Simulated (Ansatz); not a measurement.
# H₂OSSe (SMILES SO[SeH]): functionals against CCSD(T) at one geometry

An exercise on one series of results from a longer session: the logs are not shown, and one member is left open.

Method: single points in def2-TZVPP; program: Ansatz 0.2.0, Gaussian basis.

Correlated methods freeze the cores. Filled d shells of the heavier atoms are correlated. B3LYP uses VWN-RPA correlation.

**The system as given**

5 atoms, charge 0, spin multiplicity 1.

Atoms are counted from 1 here; the program's logs count them from 0.

Bond lengths: S1–O2 1.621 Å, S1–H4 1.376 Å, O2–Se3 1.890 Å, Se3–H5 1.466 Å. Angles: O2–S1–H4 97.9°, S1–O2–Se3 124.4°, O2–Se3–H5 92.8°.

Geometry (Å):

```xyz
5

S    -1.0452   -1.2339    0.2276
O    -0.1476   -0.0530    0.8816
Se    1.6027    0.3921    0.3243
H    -1.5967   -0.5037   -0.8007
H     1.1193    1.3643   -0.6607
```

The first run:

File run/in.yaml:

```yaml
crystal:
  periodic: [false, false, false]
  atoms:
    - {symbol: S, position_ang: [-1.045200, -1.233900, 0.227600]}
    - {symbol: O, position_ang: [-0.147600, -0.053000, 0.881600]}
    - {symbol: Se, position_ang: [1.602700, 0.392100, 0.324300]}
    - {symbol: H, position_ang: [-1.596700, -0.503700, -0.800700]}
    - {symbol: H, position_ang: [1.119300, 1.364300, -0.660700]}
basis:
  gaussian: {orbitals: def2-TZVPP}
correlation: {method: ccsd_t}
output: {forces: true}
```

No record of the launch command was kept for these runs.

Among the steps run: CCSD(T)/def2-TZVPP; PBE0-D4/def2-TZVPP; wB97M-V/def2-TZVPP; r2SCAN-D4/def2-TZVPP; PBE-D4/def2-TZVPP; B3LYP-D4/def2-TZVPP; BHLYP-D4/def2-TZVPP.

One of the session's tables, all rows but one given; the rest of the session is left out.

```
   method  RMS force component (eV/Å)  angle to CCSD(T) forces (°)  dipole (D)
  CCSD(T)                       0.637                    reference        1.76
  PBE0-D4                       0.472                         17.0        1.75
  wB97M-V                       0.617                         12.2        1.83
r2SCAN-D4                       0.401                         17.4        1.64
   PBE-D4                       0.432                         39.3        1.54
 B3LYP-D4                       0.454                         12.8        1.68
 BHLYP-D4                           ?                            ?           ?
```

Estimate the missing values for BHLYP-D4.

**Answer.** RMS force component (eV/Å): 0.644; angle to CCSD(T) forces (°): 29.6; dipole (D): 1.91. In the column «RMS force component (eV/Å)» it is the highest.
